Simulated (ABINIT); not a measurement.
# Zn3P (Pm-3m) in ABINIT: equation of state

Aim: energy against volume of Zn3P in PBE, for its equilibrium volume and stiffness.

Everything below comes from runs of ABINIT 10.8.3 (patched build). Logs are shortened: lines on timing, memory, paths and dates and some standing lists are left out, and cuts for length are marked. The log counts tension as positive stress, the text compression.

## (1) The crystal as given

It takes space group Pm-3m (No. 221, cubic). The conventional cell has a = 3.976 Å, b = 3.976 Å, c = 3.976 Å, α = 90.00°, β = 90.00°, γ = 90.00°. Around Zn (site symmetry 4/mmm) lie 8 Zn at 2.81 Å and 4 P at 2.81 Å. P (site symmetry m-3m) is surrounded by 12 Zn at 2.81 Å.

The cell comes from a database or a generator and needn't be the stable form of this composition.

## (2) Equation of state, PBE

run.abi reads:

```
# Datasets: one volume each
ndtset 7
getwfk -1
scalecart1 3*0.9795861087
scalecart2 3*0.9864848297
scalecart3 3*0.9932883884
scalecart4 3*1.0000000000
scalecart5 3*1.0066227096
scalecart6 3*1.0131594038
scalecart7 3*1.0196128224

# Pseudopotentials
pp_dirpath "./"
pseudos "Zn.GGA_PBE-JTH.xml, P.GGA_PBE-JTH.xml"

# Structure
acell 7.5126402235 7.5126402235 7.5126402235
rprim
     1.0000000000     0.0000000000     0.0000000000
     0.0000000000     1.0000000000     0.0000000000
     0.0000000000     0.0000000000     1.0000000000
ntypat 2
znucl 30 15
natom 4
typat 1 1 1 2
xred
     0.5000000000     0.5000000000     0.0000000000
     0.5000000000     0.0000000000     0.5000000000
     0.0000000000     0.5000000000     0.5000000000
     0.0000000000     0.0000000000     0.0000000000

# Plane-wave basis
ecut 22.0
pawecutdg 44.0
pawxcdev 0

# k points
kptopt 1
ngkpt 7 7 7
nshiftk 1
shiftk 0.0 0.0 0.0

# Exchange and correlation
ixc 11

# Bands and occupations
nband 25
occopt 3
tsmear 0.00183747

# SCF cycle
nstep 100
tolvrs 1.0e-9

# Output
iomode 3
prtwf 1
prtden 0
prteig 0
prtebands 0
enunit 1
```

Potentials or basis: JTH PAW PBE v2.0.

Run with:

```sh
$ abinit run.abi > log 2>&1
```

run.abo:

```text
.Version 10.8.3 of ABINIT
 DATASET    1 : space group Pm -3 m (#221); Bravais cP (primitive cubic)
================================================================================
 Values of the parameters that define the memory need for DATASET  1.
     intxc =       0    ionmov =       0      iscf =      17    lmnmax =      18
     lnmax =       6     mgfft =      32  mpssoang =       3    mqgrid =    3001
     natom =       4  nloc_mem =       2    nspden =       1   nspinor =       1
    nsppol =       1      nsym =      48    n1xccc =       1    ntypat =       2
    occopt =       3   xclevel =       2
       mpw =        1978          nfft =       32768          nkpt =          20
 PAW method is used; the additional fine FFT grid is defined by:
   mgfftf=        45    nfftf =     91125
================================================================================
================================================================================
[... 71 lines left out ...]
 DATASET    7 : space group Pm -3 m (#221); Bravais cP (primitive cubic)
================================================================================
 Values of the parameters that define the memory need for DATASET  7.
     intxc =       0    ionmov =       0      iscf =      17    lmnmax =      18
     lnmax =       6     mgfft =      36  mpssoang =       3    mqgrid =    3001
     natom =       4  nloc_mem =       2    nspden =       1   nspinor =       1
    nsppol =       1      nsym =      48    n1xccc =       1    ntypat =       2
    occopt =       3   xclevel =       2
       mpw =        2248          nfft =       46656          nkpt =          20
 PAW method is used; the additional fine FFT grid is defined by:
   mgfftf=        48    nfftf =    110592
================================================================================
================================================================================

--------------------------------------------------------------------------------
------------- Echo of variables that govern the present computation ------------
--------------------------------------------------------------------------------
 -outvars: echo values of preprocessed input variables --------
            acell      7.5126402235E+00  7.5126402235E+00  7.5126402235E+00 Bohr
              amu      6.53900000E+01  3.09737620E+01
             ecut      2.20000000E+01 Hartree
           enunit           1
           getwfk          -1
              ixc          11
           jdtset        1    2    3    4    5    6    7
         kptrlatt        7    0    0      0    7    0      0    0    7
          kptrlen1     5.15149460E+01
          kptrlen2     5.18777393E+01
          kptrlen3     5.22355281E+01
          kptrlen4     5.25884816E+01
          kptrlen5     5.29367598E+01
          kptrlen6     5.32805146E+01
          kptrlen7     5.36198901E+01
            natom           4
            nband          25
           ndtset           7
            ngfft1         32      32      32
            ngfft2         32      32      32
            ngfft3         32      32      32
            ngfft4         32      32      32
            ngfft5         32      32      32
            ngfft6         36      36      36
            ngfft7         36      36      36
          ngfftdg1         45      45      45
          ngfftdg2         48      48      48
          ngfftdg3         48      48      48
          ngfftdg4         48      48      48
          ngfftdg5         48      48      48
          ngfftdg6         48      48      48
          ngfftdg7         48      48      48
             nkpt          20
            nstep         100
             nsym          48
           ntypat           2
           occopt           3
        pawecutdg      4.40000000E+01 Hartree
         pawxcdev           0
           prtden           0
        prtebands           0
           prteig           0
            rprim1     9.7958610870E-01  0.0000000000E+00  0.0000000000E+00
                       0.0000000000E+00  9.7958610870E-01  0.0000000000E+00
                       0.0000000000E+00  0.0000000000E+00  9.7958610870E-01
            rprim2     9.8648482970E-01  0.0000000000E+00  0.0000000000E+00
[... 38 lines left out ...]
           xangst5     2.0009233492E+00  2.0009233492E+00  0.0000000000E+00
[... 24 lines left out ...]
                       3.7563201118E+00  0.0000000000E+00  3.7563201118E+00
                       0.0000000000E+00  3.7563201118E+00  3.7563201118E+00
                       0.0000000000E+00  0.0000000000E+00  0.0000000000E+00
            xcart5     3.7811971290E+00  3.7811971290E+00  0.0000000000E+00
                       3.7811971290E+00  0.0000000000E+00  3.7811971290E+00
                       0.0000000000E+00  3.7811971290E+00  3.7811971290E+00
                       0.0000000000E+00  0.0000000000E+00  0.0000000000E+00
            xcart6     3.8057510449E+00  3.8057510449E+00  0.0000000000E+00
                       3.8057510449E+00  0.0000000000E+00  3.8057510449E+00
                       0.0000000000E+00  3.8057510449E+00  3.8057510449E+00
                       0.0000000000E+00  0.0000000000E+00  0.0000000000E+00
            xcart7     3.8299921510E+00  3.8299921510E+00  0.0000000000E+00
                       3.8299921510E+00  0.0000000000E+00  3.8299921510E+00
                       0.0000000000E+00  3.8299921510E+00  3.8299921510E+00
                       0.0000000000E+00  0.0000000000E+00  0.0000000000E+00
             xred      5.0000000000E-01  5.0000000000E-01  0.0000000000E+00
                       5.0000000000E-01  0.0000000000E+00  5.0000000000E-01
                       0.0000000000E+00  5.0000000000E-01  5.0000000000E-01
                       0.0000000000E+00  0.0000000000E+00  0.0000000000E+00
            znucl       30.00000   15.00000

================================================================================

 chkinp: Checking input parameters for consistency, jdtset=   1.

 chkinp: Checking input parameters for consistency, jdtset=   2.
[... 40 lines left out ...]
 getcut: wavevector=  0.0000  0.0000  0.0000  ngfft=  45  45  45
         ecut(hartree)=     44.000   => boxcut(ratio)=   2.00229

--- Pseudopotential description ------------------------------------------------
- pspini: atom type   1  psp file is ./Zn.GGA_PBE-JTH.xml
 Pseudopotential format is: paw10
 basis_size (lnmax)=  6 (lmn_size= 18), orbitals=   0   0   1   1   2   2
 Spheres core radius: rc_sph= 2.30769763
 Shapefunction is SIN type: shapef(r)=[sin(pi*r/rshp)/(pi*r/rshp)]**2
 Radius for shape functions =  1.80965103
 Compensation charge density is not taken into account in XC energy/potential

- pspini: atom type   2  psp file is ./P.GGA_PBE-JTH.xml
 Pseudopotential format is: paw10
 basis_size (lnmax)=  4 (lmn_size=  8), orbitals=   0   0   1   1
 Spheres core radius: rc_sph= 1.60765221
 Shapefunction is SIN type: shapef(r)=[sin(pi*r/rshp)/(pi*r/rshp)]**2
 Radius for shape functions =  1.60765221
 Compensation charge density is not taken into account in XC energy/potential

   1.03243590E+03                                ecore*ucvol(ha*bohr**3)
--------------------------------------------------------------------------------

================================================================================

--- !BeginCycle
iteration_state: {dtset: 1, }
solver: {iscf: 17, nstep: 100, nline: 4, wfoptalg: 10, }
tolerances: {tolvrs: 1.00E-09, }
...
[... 1051 lines left out ...]
 getcut: wavevector=  0.0000  0.0000  0.0000  ngfft=  36  36  36
         ecut(hartree)=     22.000   => boxcut(ratio)=   2.24004

 getcut : COMMENT -
  Note that boxcut > 2.2 ; recall that boxcut=Gcut(box)/Gcut(sphere) = 2
  is sufficient for exact treatment of convolution.
  Such a large boxcut is a waste : you could raise ecut
  e.g. ecut=   27.597772 Hartrees makes boxcut=2

 Fine grid specifications (used for densities):

 getcut: wavevector=  0.0000  0.0000  0.0000  ngfft=  48  48  48
         ecut(hartree)=     44.000   => boxcut(ratio)=   2.11193
--------------------------------------------------------------------------------
[... 200 lines left out ...]
 getcut: wavevector=  0.0000  0.0000  0.0000  ngfft=  36  36  36
         ecut(hartree)=     22.000   => boxcut(ratio)=   2.22586

 getcut : COMMENT -
  Note that boxcut > 2.2 ; recall that boxcut=Gcut(box)/Gcut(sphere) = 2
  is sufficient for exact treatment of convolution.
  Such a large boxcut is a waste : you could raise ecut
  e.g. ecut=   27.249529 Hartrees makes boxcut=2

 Fine grid specifications (used for densities):

 getcut: wavevector=  0.0000  0.0000  0.0000  ngfft=  48  48  48
         ecut(hartree)=     44.000   => boxcut(ratio)=   2.09856
--------------------------------------------------------------------------------
[... 171 lines left out ...]
-Cartesian components of stress tensor (GPa)         [Pressure= -4.8962E+00 GPa]
- sigma(1 1)=  4.89621576E+00  sigma(3 2)=  0.00000000E+00
- sigma(2 2)=  4.89621576E+00  sigma(3 1)=  0.00000000E+00
- sigma(3 3)=  4.89621576E+00  sigma(2 1)=  0.00000000E+00

== END DATASET(S) ==============================================================
================================================================================

 -outvars: echo values of variables after computation  --------
            acell      7.5126402235E+00  7.5126402235E+00  7.5126402235E+00 Bohr
           etotal1    -1.9957387016E+02
           etotal2    -1.9957484769E+02
           etotal3    -1.9957529469E+02
           etotal4    -1.9957525628E+02
           etotal5    -1.9957478192E+02
           etotal6    -1.9957393463E+02
           etotal7    -1.9957274802E+02
            fcart1    -0.0000000000E+00 -0.0000000000E+00 -0.0000000000E+00
                      -0.0000000000E+00 -0.0000000000E+00 -0.0000000000E+00
                      -0.0000000000E+00 -0.0000000000E+00 -0.0000000000E+00
                      -0.0000000000E+00 -0.0000000000E+00 -0.0000000000E+00
            fcart2    -0.0000000000E+00 -0.0000000000E+00 -0.0000000000E+00
                      -0.0000000000E+00 -0.0000000000E+00 -0.0000000000E+00
                      -0.0000000000E+00 -0.0000000000E+00 -0.0000000000E+00
                      -0.0000000000E+00 -0.0000000000E+00 -0.0000000000E+00
            fcart3    -0.0000000000E+00 -0.0000000000E+00 -0.0000000000E+00
                      -0.0000000000E+00 -0.0000000000E+00 -0.0000000000E+00
[... 66 lines left out ...]
                       1.9877589986E+00  0.0000000000E+00  1.9877589986E+00
                       0.0000000000E+00  1.9877589986E+00  1.9877589986E+00
                       0.0000000000E+00  0.0000000000E+00  0.0000000000E+00
           xangst5     2.0009233492E+00  2.0009233492E+00  0.0000000000E+00
                       2.0009233492E+00  0.0000000000E+00  2.0009233492E+00
                       0.0000000000E+00  2.0009233492E+00  2.0009233492E+00
                       0.0000000000E+00  0.0000000000E+00  0.0000000000E+00
           xangst6     2.0139167220E+00  2.0139167220E+00  0.0000000000E+00
                       2.0139167220E+00  0.0000000000E+00  2.0139167220E+00
                       0.0000000000E+00  2.0139167220E+00  2.0139167220E+00
                       0.0000000000E+00  0.0000000000E+00  0.0000000000E+00
           xangst7     2.0267445629E+00  2.0267445629E+00  0.0000000000E+00
                       2.0267445629E+00  0.0000000000E+00  2.0267445629E+00
                       0.0000000000E+00  2.0267445629E+00  2.0267445629E+00
                       0.0000000000E+00  0.0000000000E+00  0.0000000000E+00
             xred      5.0000000000E-01  5.0000000000E-01  0.0000000000E+00
                       5.0000000000E-01  0.0000000000E+00  5.0000000000E-01
                       0.0000000000E+00  5.0000000000E-01  5.0000000000E-01
                       0.0000000000E+00  0.0000000000E+00  0.0000000000E+00
 Calculation completed.
```

It took 7.5 min on 1 thread of Arm Neoverse V2, shared host; peak memory 0.18 GiB.

What came out:

- Equilibrium volume: 15.52 Å³/atom
- Bulk modulus: 79 GPa
- Pressure derivative of the bulk modulus: 4.8 (rough: it moves with the points fitted)

Energy against volume, from the lowest point:
| volume (Å³/atom) | energy (meV/atom) |
| --- | --- |
| 14.766 | 9.69 |
| 15.080 | 3.04 |
| 15.394 | 0.00 |
| 15.708 | 0.26 |
| 16.022 | 3.49 |
| 16.336 | 9.25 |
| 16.650 | 17.32 |

Caveat: pressures at fixed basis lie under the slope of the energies.
